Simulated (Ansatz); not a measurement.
# CH5ClN2Si: the cost of one run

Program: Ansatz 0.2.0, driven from Python. Level of theory: PBE0/6-31G*. These are calculated values, not measurements.

## Step 1: The system

Bond lengths: N1–Si2 1.655 Å, Si2–Cl3 2.019 Å, Si2–C4 1.855 Å, Si2–N5 1.697 Å, C4–N5 1.413 Å, N1–H6 1.006 Å, N1–H7 1.067 Å, C4–H8 1.093 Å, C4–H9 0.999 Å, N5–H10 1.042 Å. Angles (14 of 18 angles, heavy atoms first): N1–Si2–Cl3 112.7°, N1–Si2–C4 121.9°, N1–Si2–N5 90.0°, Cl3–Si2–C4 115.9°, Cl3–Si2–N5 107.4°, C4–Si2–N5 46.6°, Si2–C4–N5 60.8°, Si2–N5–C4 72.6°, Si2–N1–H6 108.4°, Si2–N1–H7 105.9°, Si2–C4–H8 113.6°, Si2–C4–H9 117.2°, N5–C4–H8 115.5°, N5–C4–H9 119.8°.

Input file ch5cln2si.xyz:

```xyz
10

N    -1.29980    0.45300    0.79300
Si   -0.24110    0.44700   -0.47960
Cl    0.59530    2.25480   -0.80740
C     0.82660   -1.02180   -0.85770
N     0.85970   -0.46140    0.43930
H    -0.82890    0.83450    1.59560
H    -1.98520    1.24780    0.59990
H     0.26700   -1.95640   -0.95240
H     1.59540   -0.87930   -1.48010
H     0.29420   -0.96950    1.15230
```

## Step 2: The code

Contents of ch5cln2si.py:

```python
"""Vibrations of CH5ClN2Si."""

import warnings

import ansatz as az
import numpy as np

warnings.simplefilter("ignore", az.DeckWarning)

geometry = az.Crystal.molecule_from_extxyz("ch5cln2si.xyz")

job = (
    geometry.calculation()
    .basis(gaussian="6-31G*")  # the orbital basis, by name
    .functional("pbe0")
    .accuracy("medium")
)
symbols = [site.symbol for site in geometry.cartesian_sites]
start = np.array([site.position_ang for site in geometry.cartesian_sites], dtype=float)
rep = job.relax(force_tolerance=0.003).run(threads=1).report
end = np.array(rep["positions_ang"])

print("final positions (A) and the move of each atom")
for symbol, xyz, old in zip(symbols, end, start):
    print(f"{symbol:2s} {xyz[0]:10.5f} {xyz[1]:10.5f} {xyz[2]:10.5f}   {np.linalg.norm(xyz - old):7.4f}")

# frequencies need a stationary point, so they are taken at the relaxed geometry
minimum = az.Crystal.molecule()
for symbol, place in zip(symbols, end):
    minimum = minimum.atom(symbol, place.tolist())
vibrating = minimum.calculation()
vibrating = vibrating.basis(gaussian="6-31G*")
vibrating = vibrating.functional("pbe0")
vibrating = vibrating.accuracy("medium").phonons(temperatures=(100, 500, 100))
vib = vibrating.run(threads=1).report["vibrations"]
sums = vib["harmonic_sums"]
modes = [m["omega_inv_cm"] for m in sums["modes_at_gamma"] if m["rigid_motion"] == "no"]
print("frequencies (1/cm):", " ".join(f"{w:.0f}" for w in modes))
print("imaginary modes:", sum(w < 0 for w in modes), " zero-point energy:", round(sums["zero_point_energy_ev"], 4), "eV")
print("T (K)   F_vib (eV)   S_vib (meV/K)   C_vib (meV/K)")
for row in zip(sums["temperatures_k"], sums["vibrational_free_energy_ev"], vib["entropy_ev_per_k"], vib["heat_capacity_ev_per_k"]):
    print(f"{row[0]:6.1f} {row[1]:11.4f} {1000 * row[2]:13.4f} {1000 * row[3]:15.4f}")

# all hydrogen replaced by deuterium
heavier = vibrating.phonons(masses={"H": 2.014102}).run(threads=1).report["vibrations"]["harmonic_sums"]
print("deuterated (1/cm):", " ".join(f"{m['omega_inv_cm']:.0f}" for m in heavier["modes_at_gamma"] if m["rigid_motion"] == "no"))
print("zero-point energy falls by", round(sums["zero_point_energy_ev"] - heavier["zero_point_energy_ev"], 4), "eV")
```

## Step 3: What the engine is handed

The package turns the script's settings into the engine's input (first run):

```yaml
crystal:
  periodic: [false, false, false]
  atoms:
    - { symbol: "N", position_ang: [-1.2998, 0.453, 0.793] }
    - { symbol: Si, position_ang: [-0.2411, 0.447, -0.4796] }
    - { symbol: Cl, position_ang: [0.5953, 2.2548, -0.8074] }
    - { symbol: C, position_ang: [0.8266, -1.0218, -0.8577] }
    - { symbol: "N", position_ang: [0.8597, -0.4614, 0.4393] }
    - { symbol: H, position_ang: [-0.8289, 0.8345, 1.5956] }
    - { symbol: H, position_ang: [-1.9852, 1.2478, 0.5999] }
    - { symbol: H, position_ang: [0.267, -1.9564, -0.9524] }
    - { symbol: H, position_ang: [1.5954, -0.8793, -1.4801] }
    - { symbol: H, position_ang: [0.2942, -0.9695, 1.1523] }
accuracy: medium
basis:
  gaussian:
    orbitals: "6-31G*"
hamiltonian:
  xc: pbe0
relax:
  f_tol: 0.003
```

## Step 4: Running it

Run with:

```bash
> python ch5cln2si.py
```

Q: Estimate wall time and peak memory on 1 thread of Arm Neoverse V2, shared host.

About 6.9 min, with a peak of 0.28 GiB.
